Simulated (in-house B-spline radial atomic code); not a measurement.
**Zr³⁺ in a hard spherical wall**

Wanted: the cost of confining Zr³⁺, radius by radius. More than one configuration is followed.

Method: non-relativistic r2SCAN, spin-polarised, spherical fractional occupations, point nucleus, basis-set limit. Code: in-house B-spline radial atomic code version 1.

## 1. Starting point

| Quantity | Value |
| --- | --- |
| element | zirconium (Z = 40) |
| charge | +3 |
| electrons | 37 |
| configuration | [Kr] 4d1 |
| Hamiltonian | non-relativistic |
| nucleus | point |

The outer shells:

[Kr] 4d1
```
[Kr] core
4d [↑ ][  ][  ][  ][  ]
```

Where spins are not typed, each open shell is filled with up spins first.

Input settings:

```ini
Z = 40
electrons = 37.0
configuration = [Kr] 4d1
hamiltonian = nr
method = r2scan
spin_polarised = True
```

This reference run was done before. Its total energy is -3539.335775 hartree, and its levels are (the highest eight at most):

```tsv
orbital	occupation	energy (eV)	<r> (bohr)
3p down	3	-346.88	0.4663
3d up	5	-207.94	0.4513
3d down	5	-207.81	0.4513
4s up	1	-81.044	1.234
4s down	1	-80.192	1.230
4p up	3	-60.111	1.353
4p down	3	-59.124	1.346
4d up	1	-28.661	1.800
```

## 2. Wall at 9.3 bohr, configuration [Kr] 4d1

Settings: those of step 1 with these lines changed.

```diff
@@ -6 +6,2 @@
 spin_polarised = True
+wall_radius = 9.3
```

From the run's result record (rounded, not every field):

```text
status: converged
scf [iteration, energy, orbital gradient]:
  - [1, -3539.33065066, 0.0821]
  - [2, -3539.33577198, 0.00172]
  - [3, -3539.33577472, 0.000884]
  - [4, -3539.33577543, 0.000449]
  - [5, -3539.3357757, 1.26e-05]
  - [6, -3539.3357757, 1.87e-06]
  - [7, -3539.3357757, 7.81e-07]
  - [8, -3539.3357757, 1.34e-07]
energy [hartree]: {"total": -3539.3357757, "kinetic": 3537.64946019, "nuclear": -8391.18290357, "coulomb": 1425.92045547, "xc": -111.722787798}
orbitals [hartree, bohr; first row names the columns]:
  - ["name", "occ", "eps", "<r>"]
  - ["1s up", 1.0, -642.67283, 0.038153]
  - ["1s down", 1.0, -642.67326, 0.038153]
  - ["2s up", 1.0, -88.975326, 0.16724]
  - ["2s down", 1.0, -88.969396, 0.16723]
  - ["2p up", 3.0, -81.534339, 0.14371]
  - ["2p down", 3.0, -81.530323, 0.14371]
  - ["3s up", 1.0, -15.569909, 0.46872]
  - ["3s down", 1.0, -15.568081, 0.46874]
  - ["3p up", 3.0, -12.75017, 0.4663]
  - ["3p down", 3.0, -12.747639, 0.46631]
  - ["3d up", 5.0, -7.6415592, 0.4513]
  - ["3d down", 5.0, -7.6367199, 0.45127]
  - ["4s up", 1.0, -2.9783264, 1.2336]
  - ["4s down", 1.0, -2.9469913, 1.2296]
  - ["4p up", 3.0, -2.2090351, 1.3533]
  - ["4p down", 3.0, -2.1727792, 1.3463]
  - ["4d up", 1.0, -1.053263, 1.8]
sum_r [bohr^k]: {"-1": 209.7796, "1": 21.8832, "2": 24.37275}
energy_minus_base [hartree]: -6.12323674e-07
```

Run time: 0.1 s. Hardware: 1 thread, shared host.

energy_minus_base is the energy less that of the reference run. Meta-GGA runs start from a PBE run whose iterations are not counted.

## 3. Wall at 3.35 bohr, configuration [Kr] 4d1

Settings: those of step 2 with these lines changed.

```diff
@@ -6,2 +6,2 @@
 spin_polarised = True
-wall_radius = 9.3
+wall_radius = 3.35
```

Result record:

```text
status: converged
scf [iteration, energy, orbital gradient]:
  - [1, -3539.21136927, 0.0821]
  - [2, -3539.2164429, 0.00175]
  - [3, -3539.21644664, 0.000875]
  - [4, -3539.21644747, 0.000444]
  - [5, -3539.21644775, 1.81e-05]
  - [6, -3539.21644775, 2.75e-06]
  - [7, -3539.21644775, 5.99e-07]
  - [8, -3539.21644775, 3.3e-07]
energy [hartree]: {"total": -3539.21644775, "kinetic": 3538.54205284, "nuclear": -8394.70017128, "coulomb": 1428.78813761, "xc": -111.846466914}
orbitals [hartree, bohr; first row names the columns]:
  - ["name", "occ", "eps", "<r>"]
  - ["1s up", 1.0, -642.58449, 0.038153]
  - ["1s down", 1.0, -642.58491, 0.038153]
  - ["2s up", 1.0, -88.888785, 0.16724]
  - ["2s down", 1.0, -88.881545, 0.16723]
  - ["2p up", 3.0, -81.447268, 0.14372]
  - ["2p down", 3.0, -81.442304, 0.14371]
  - ["3s up", 1.0, -15.488719, 0.46879]
  - ["3s down", 1.0, -15.486477, 0.46881]
  - ["3p up", 3.0, -12.669073, 0.46639]
  - ["3p down", 3.0, -12.665958, 0.4664]
  - ["3d up", 5.0, -7.5604908, 0.4515]
  - ["3d down", 5.0, -7.5545576, 0.45147]
  - ["4s up", 1.0, -2.9217183, 1.2323]
  - ["4s down", 1.0, -2.8845129, 1.2283]
  - ["4p up", 3.0, -2.1507024, 1.3379]
  - ["4p down", 3.0, -2.1087756, 1.3321]
  - ["4d up", 1.0, -0.94329269, 1.5903]
sum_r [bohr^k]: {"-1": 209.8675, "1": 21.58467, "2": 23.02281}
energy_minus_base [hartree]: 0.119327333
```

It took 0.09 s on 1 thread, shared host.

## 4. Wall at 1.75 bohr, configuration [Kr] 4d1

Settings: those of step 3 with these lines changed.

```diff
@@ -6,2 +6,2 @@
 spin_polarised = True
-wall_radius = 3.35
+wall_radius = 1.75
```

Result record:

```text
status: converged
scf [iteration, energy, orbital gradient]:
  - [1, -3529.00470125, 0.0869]
  - [2, -3529.01049154, 0.00168]
  - [3, -3529.01049362, 0.000864]
  - [4, -3529.01049416, 0.000441]
  - [5, -3529.01049435, 2.16e-05]
  - [6, -3529.01049435, 9.67e-07]
  - [7, -3529.01049435, 6.12e-07]
  - [8, -3529.01049435, 3.59e-08]
energy [hartree]: {"total": -3529.01049436, "kinetic": 3581.78859514, "nuclear": -8484.23424532, "coulomb": 1487.95760818, "xc": -114.522452365}
orbitals [hartree, bohr; first row names the columns]:
  - ["name", "occ", "eps", "<r>"]
  - ["1s up", 1.0, -640.40651, 0.038156]
  - ["1s down", 1.0, -640.40675, 0.038156]
  - ["2s up", 1.0, -86.920248, 0.16735]
  - ["2s down", 1.0, -86.896837, 0.16733]
  - ["2p up", 3.0, -79.450442, 0.14384]
  - ["2p down", 3.0, -79.433719, 0.14382]
  - ["3s up", 1.0, -13.808912, 0.47247]
  - ["3s down", 1.0, -13.803167, 0.47255]
  - ["3p up", 3.0, -10.991759, 0.47141]
  - ["3p down", 3.0, -10.983118, 0.47146]
  - ["3d up", 5.0, -5.8811566, 0.46067]
  - ["3d down", 5.0, -5.8635406, 0.46063]
  - ["4s up", 1.0, -1.2154112, 1.0133]
  - ["4s down", 1.0, -1.1495106, 1.0122]
  - ["4p up", 3.0, -0.20801564, 1.0234]
  - ["4p down", 3.0, -0.14047794, 1.0224]
  - ["4d up", 1.0, 1.5817342, 1.0252]
sum_r [bohr^k]: {"-1": 212.1059, "1": 18.84241, "2": 15.17474}
energy_minus_base [hartree]: 10.3252807
```

Run time: 0.08 s. Hardware: 1 thread, shared host.

## 5. Wall at 9.3 bohr, configuration [Ar] 3d10 4s2 4p5 4d2

Input settings:

```ini
Z = 40
electrons = 37.0
configuration = [Ar] 3d10 4s2 4p5 4d2
hamiltonian = nr
method = r2scan
spin_polarised = True
wall_radius = 9.3
```

Result record:

```text
status: converged
scf [iteration, energy, orbital gradient]:
  - [1, -3538.24420441, 0.0814]
  - [2, -3538.24945919, 0.00168]
  - [3, -3538.2494622, 0.000868]
  - [4, -3538.24946294, 0.000442]
  - [5, -3538.24946322, 2.99e-05]
  - [6, -3538.24946322, 2.33e-06]
  - [7, -3538.24946322, 7.35e-07]
  - [8, -3538.24946322, 1.08e-07]
energy [hartree]: {"total": -3538.24946322, "kinetic": 3536.5683847, "nuclear": -8385.39315361, "coulomb": 1422.18473573, "xc": -111.609430038}
orbitals [hartree, bohr; first row names the columns]:
  - ["name", "occ", "eps", "<r>"]
  - ["1s up", 1.0, -642.81605, 0.038153]
  - ["1s down", 1.0, -642.80871, 0.038153]
  - ["2s up", 1.0, -89.094082, 0.16724]
  - ["2s down", 1.0, -89.079644, 0.16722]
  - ["2p up", 3.0, -81.656007, 0.14371]
  - ["2p down", 3.0, -81.641048, 0.1437]
  - ["3s up", 1.0, -15.682864, 0.46861]
  - ["3s down", 1.0, -15.672836, 0.46865]
  - ["3p up", 3.0, -12.864276, 0.46616]
  - ["3p down", 3.0, -12.850767, 0.46612]
  - ["3d up", 5.0, -7.7562812, 0.45113]
  - ["3d down", 5.0, -7.736537, 0.45074]
  - ["4s up", 1.0, -3.0849031, 1.2272]
  - ["4s down", 1.0, -2.9646144, 1.223]
  - ["4p up", 3.0, -2.3094591, 1.3417]
  - ["4p down", 2.0, -2.1837493, 1.3363]
  - ["4d up", 2.0, -1.1320057, 1.7503]
sum_r [bohr^k]: {"-1": 209.6348, "1": 22.16505, "2": 25.43514}
energy_minus_base [hartree]: 1.08631187
```

Run time: 0.1 s. Hardware: 1 thread, shared host.

## 6. Wall at 3.35 bohr, configuration [Ar] 3d10 4s2 4p5 4d2

Settings: those of step 5 with these lines changed.

```diff
@@ -6,2 +6,2 @@
 spin_polarised = True
-wall_radius = 9.3
+wall_radius = 3.35
```

Result record:

```text
status: converged
scf [iteration, energy, orbital gradient]:
  - [1, -3538.08615212, 0.0813]
  - [2, -3538.09138682, 0.00171]
  - [3, -3538.09139217, 0.000858]
  - [4, -3538.09139328, 0.000437]
  - [5, -3538.09139364, 4.02e-05]
  - [6, -3538.09139364, 3.61e-06]
  - [7, -3538.09139364, 8.8e-07]
  - [8, -3538.09139364, 4.04e-07]
  - [9, -3538.09139364, 1.02e-08]
energy [hartree]: {"total": -3538.09139364, "kinetic": 3537.67054796, "nuclear": -8389.89834523, "coulomb": 1425.91061784, "xc": -111.77421421}
orbitals [hartree, bohr; first row names the columns]:
  - ["name", "occ", "eps", "<r>"]
  - ["1s up", 1.0, -642.70239, 0.038153]
  - ["1s down", 1.0, -642.69506, 0.038153]
  - ["2s up", 1.0, -88.981636, 0.16724]
  - ["2s down", 1.0, -88.964999, 0.16722]
  - ["2p up", 3.0, -81.542871, 0.14371]
  - ["2p down", 3.0, -81.526335, 0.1437]
  - ["3s up", 1.0, -15.577242, 0.46868]
  - ["3s down", 1.0, -15.566603, 0.46874]
  - ["3p up", 3.0, -12.758778, 0.46626]
  - ["3p down", 3.0, -12.744394, 0.46624]
  - ["3d up", 5.0, -7.6508039, 0.45139]
  - ["3d down", 5.0, -7.6293399, 0.45099]
  - ["4s up", 1.0, -3.0113715, 1.2276]
  - ["4s down", 1.0, -2.882103, 1.2233]
  - ["4p up", 3.0, -2.23602, 1.3305]
  - ["4p down", 2.0, -2.101197, 1.3253]
  - ["4d up", 2.0, -1.0171807, 1.5774]
sum_r [bohr^k]: {"-1": 209.7475, "1": 21.7678, "2": 23.62334}
energy_minus_base [hartree]: 1.24438145
```

Wall time 0.1 s (1 thread, shared host).

## 7. Wall at 1.75 bohr, configuration [Ar] 3d10 4s2 4p5 4d2

Settings: those of step 6 with these lines changed.

```diff
@@ -6,2 +6,2 @@
 spin_polarised = True
-wall_radius = 3.35
+wall_radius = 1.75
```

Result record:

```text
status: converged
scf [iteration, energy, orbital gradient]:
  - [1, -3527.34942197, 0.0849]
  - [2, -3527.35533514, 0.00166]
  - [3, -3527.35533762, 0.000861]
  - [4, -3527.35533825, 0.000441]
  - [5, -3527.35533849, 2.07e-05]
  - [6, -3527.35533849, 1.92e-06]
  - [7, -3527.35533849, 8.71e-07]
  - [8, -3527.35533849, 3.69e-08]
energy [hartree]: {"total": -3527.35533849, "kinetic": 3581.48971598, "nuclear": -8482.37658222, "coulomb": 1488.11379664, "xc": -114.582268888}
orbitals [hartree, bohr; first row names the columns]:
  - ["name", "occ", "eps", "<r>"]
  - ["1s up", 1.0, -640.44483, 0.038155]
  - ["1s down", 1.0, -640.43074, 0.038155]
  - ["2s up", 1.0, -86.912798, 0.16736]
  - ["2s down", 1.0, -86.862952, 0.16732]
  - ["2p up", 3.0, -79.445792, 0.14384]
  - ["2p down", 3.0, -79.401177, 0.1438]
  - ["3s up", 1.0, -13.813278, 0.47259]
  - ["3s down", 1.0, -13.791732, 0.47275]
  - ["3p up", 3.0, -10.998937, 0.4716]
  - ["3p down", 3.0, -10.968301, 0.47164]
  - ["3d up", 5.0, -5.8900292, 0.46129]
  - ["3d down", 5.0, -5.8394276, 0.46076]
  - ["4s up", 1.0, -1.2780802, 1.0137]
  - ["4s down", 1.0, -1.0788154, 1.0117]
  - ["4p up", 3.0, -0.27120527, 1.0238]
  - ["4p down", 2.0, -0.068651287, 1.0219]
  - ["4d up", 2.0, 1.5198249, 1.0254]
sum_r [bohr^k]: {"-1": 212.0594, "1": 18.85075, "2": 15.20469}
energy_minus_base [hartree]: 11.9804366
```

Run time: 0.08 s. Hardware: 1 thread, shared host.

## 8. Wall at 9.3 bohr, configuration [Kr] 4f1

Input settings:

```ini
Z = 40
electrons = 37.0
configuration = [Kr] 4f1
hamiltonian = nr
method = r2scan
spin_polarised = True
wall_radius = 9.3
```

Result record:

```text
status: converged
scf [iteration, energy, orbital gradient]:
  - [1, -3538.59195311, 0.0822]
  - [2, -3538.59787621, 0.00172]
  - [3, -3538.59789485, 0.000864]
  - [4, -3538.5978981, 0.000443]
  - [5, -3538.59789898, 4.22e-05]
  - [6, -3538.597899, 9.14e-06]
  - [7, -3538.597899, 1.22e-06]
  - [8, -3538.597899, 5.73e-07]
  - [9, -3538.597899, 3.59e-08]
energy [hartree]: {"total": -3538.597899, "kinetic": 3536.946412, "nuclear": -8380.48281949, "coulomb": 1416.33045005, "xc": -111.391941561}
orbitals [hartree, bohr; first row names the columns]:
  - ["name", "occ", "eps", "<r>"]
  - ["1s up", 1.0, -642.9449, 0.038154]
  - ["1s down", 1.0, -642.94504, 0.038154]
  - ["2s up", 1.0, -89.251893, 0.16723]
  - ["2s down", 1.0, -89.251948, 0.16723]
  - ["2p up", 3.0, -81.811971, 0.14371]
  - ["2p down", 3.0, -81.812093, 0.14371]
  - ["3s up", 1.0, -15.836785, 0.46862]
  - ["3s down", 1.0, -15.836746, 0.46862]
  - ["3p up", 3.0, -13.016756, 0.46615]
  - ["3p down", 3.0, -13.016737, 0.46614]
  - ["3d up", 5.0, -7.908103, 0.45094]
  - ["3d down", 5.0, -7.9080884, 0.45093]
  - ["4s up", 1.0, -3.1882787, 1.2185]
  - ["4s down", 1.0, -3.1855802, 1.2183]
  - ["4p up", 3.0, -2.4053308, 1.329]
  - ["4p down", 3.0, -2.4004572, 1.3254]
  - ["4f up", 1.0, -0.43666622, 3.8477]
sum_r [bohr^k]: {"-1": 209.5121, "1": 23.76413, "2": 36.82924}
energy_minus_base [hartree]: 0.737876085
```

Run time: 0.12 s. Hardware: 1 thread, shared host.

## 9. Wall at 3.35 bohr, configuration [Kr] 4f1

Settings: those of step 8 with these lines changed.

```diff
@@ -6,2 +6,2 @@
 spin_polarised = True
-wall_radius = 9.3
+wall_radius = 3.35
```

Result record:

```text
status: converged
scf [iteration, energy, orbital gradient]:
  - [1, -3538.07679041, 0.0822]
  - [2, -3538.08188706, 0.00178]
  - [3, -3538.08189196, 0.000878]
  - [4, -3538.08189291, 0.000444]
  - [5, -3538.0818932, 1.81e-05]
  - [6, -3538.0818932, 3.62e-06]
  - [7, -3538.0818932, 9.33e-07]
  - [8, -3538.0818932, 2.75e-07]
energy [hartree]: {"total": -3538.0818932, "kinetic": 3538.35769562, "nuclear": -8390.05590558, "coulomb": 1425.27092248, "xc": -111.65460573}
orbitals [hartree, bohr; first row names the columns]:
  - ["name", "occ", "eps", "<r>"]
  - ["1s up", 1.0, -642.70373, 0.038153]
  - ["1s down", 1.0, -642.7042, 0.038154]
  - ["2s up", 1.0, -89.005982, 0.16723]
  - ["2s down", 1.0, -89.006309, 0.16723]
  - ["2p up", 3.0, -81.566643, 0.14371]
  - ["2p down", 3.0, -81.567143, 0.14371]
  - ["3s up", 1.0, -15.585661, 0.46862]
  - ["3s down", 1.0, -15.584603, 0.46858]
  - ["3p up", 3.0, -12.765816, 0.46616]
  - ["3p down", 3.0, -12.764726, 0.46609]
  - ["3d up", 5.0, -7.6577304, 0.45101]
  - ["3d down", 5.0, -7.6565202, 0.45086]
  - ["4s up", 1.0, -2.9690863, 1.2253]
  - ["4s down", 1.0, -2.9483618, 1.2225]
  - ["4p up", 3.0, -2.193824, 1.3302]
  - ["4p down", 3.0, -2.1668458, 1.3236]
  - ["4f up", 1.0, 0.14672902, 1.9011]
sum_r [bohr^k]: {"-1": 209.7514, "1": 21.82658, "2": 23.90799}
energy_minus_base [hartree]: 1.25388188
```

Run time: 0.1 s. Hardware: 1 thread, shared host.

## 10. Wall at 1.75 bohr, configuration [Kr] 4f1

Settings: those of step 9 with these lines changed.

```diff
@@ -6,2 +6,2 @@
 spin_polarised = True
-wall_radius = 3.35
+wall_radius = 1.75
```

Result record:

```text
status: converged
scf [iteration, energy, orbital gradient]:
  - [1, -3527.32726662, 0.0868]
  - [2, -3527.33292618, 0.00183]
  - [3, -3527.33292877, 0.000886]
  - [4, -3527.33292929, 0.000442]
  - [5, -3527.33292947, 2.23e-05]
  - [6, -3527.33292948, 3.04e-06]
  - [7, -3527.33292948, 1.12e-06]
  - [8, -3527.33292948, 1.87e-08]
energy [hartree]: {"total": -3527.33292947, "kinetic": 3579.8741103, "nuclear": -8478.5930899, "coulomb": 1485.71653521, "xc": -114.330485083}
orbitals [hartree, bohr; first row names the columns]:
  - ["name", "occ", "eps", "<r>"]
  - ["1s up", 1.0, -640.55184, 0.038156]
  - ["1s down", 1.0, -640.55231, 0.038156]
  - ["2s up", 1.0, -87.039702, 0.16731]
  - ["2s down", 1.0, -87.040982, 0.16731]
  - ["2p up", 3.0, -79.579641, 0.1438]
  - ["2p down", 3.0, -79.580793, 0.1438]
  - ["3s up", 1.0, -13.850407, 0.4721]
  - ["3s down", 1.0, -13.839114, 0.47178]
  - ["3p up", 3.0, -11.033258, 0.4709]
  - ["3p down", 3.0, -11.021518, 0.47047]
  - ["3d up", 5.0, -5.9251306, 0.4596]
  - ["3d down", 5.0, -5.9131974, 0.45869]
  - ["4s up", 1.0, -1.2156095, 1.0128]
  - ["4s down", 1.0, -1.1531667, 1.0122]
  - ["4p up", 3.0, -0.20894762, 1.023]
  - ["4p down", 3.0, -0.14529897, 1.0225]
  - ["4f up", 1.0, 3.2568935, 1.0564]
sum_r [bohr^k]: {"-1": 211.9648, "1": 18.85128, "2": 15.16284}
energy_minus_base [hartree]: 12.0028456
```

It took 0.09 s on 1 thread, shared host.

## 11. Results against the radius

| configuration | radius (bohr) | energy above the free system (eV) | highest level (eV) |
| --- | --- | --- | --- |
| [Kr] 4d1 | 9.3 | below noise | -28.661 (4d up) |
| [Kr] 4d1 | 3.35 | 3.247 | -25.668 (4d up) |
| [Kr] 4d1 | 1.75 | 280.97 | 43.041 (4d up) |
| [Ar] 3d10 4s2 4p5 4d2 | 9.3 | 29.560 | -30.803 (4d up) |
| [Ar] 3d10 4s2 4p5 4d2 | 3.35 | 33.861 | -27.679 (4d up) |
| [Ar] 3d10 4s2 4p5 4d2 | 1.75 | 326.00 | 41.357 (4d up) |
| [Kr] 4f1 | 9.3 | 20.079 | -11.882 (4f up) |
| [Kr] 4f1 | 3.35 | 34.120 | 3.993 (4f up) |
| [Kr] 4f1 | 1.75 | 326.61 | 88.625 (4f up) |

**Reading.** For [Kr] 4d1 the energy above the free reference is below noise at 9.3 bohr and 280.97 eV at 1.75 bohr. Its highest level passes zero between 3.35 and 1.75 bohr; in smaller spheres the level is positive, pushed up by confinement, and the wall keeps the electron in. Of [Kr] 4d1 and [Ar] 3d10 4s2 4p5 4d2, the first stays lower at every radius that both share. At 1.75 bohr the lowest of all 3 is [Kr] 4d1. A hard wall is a crude model of an atom's surroundings.
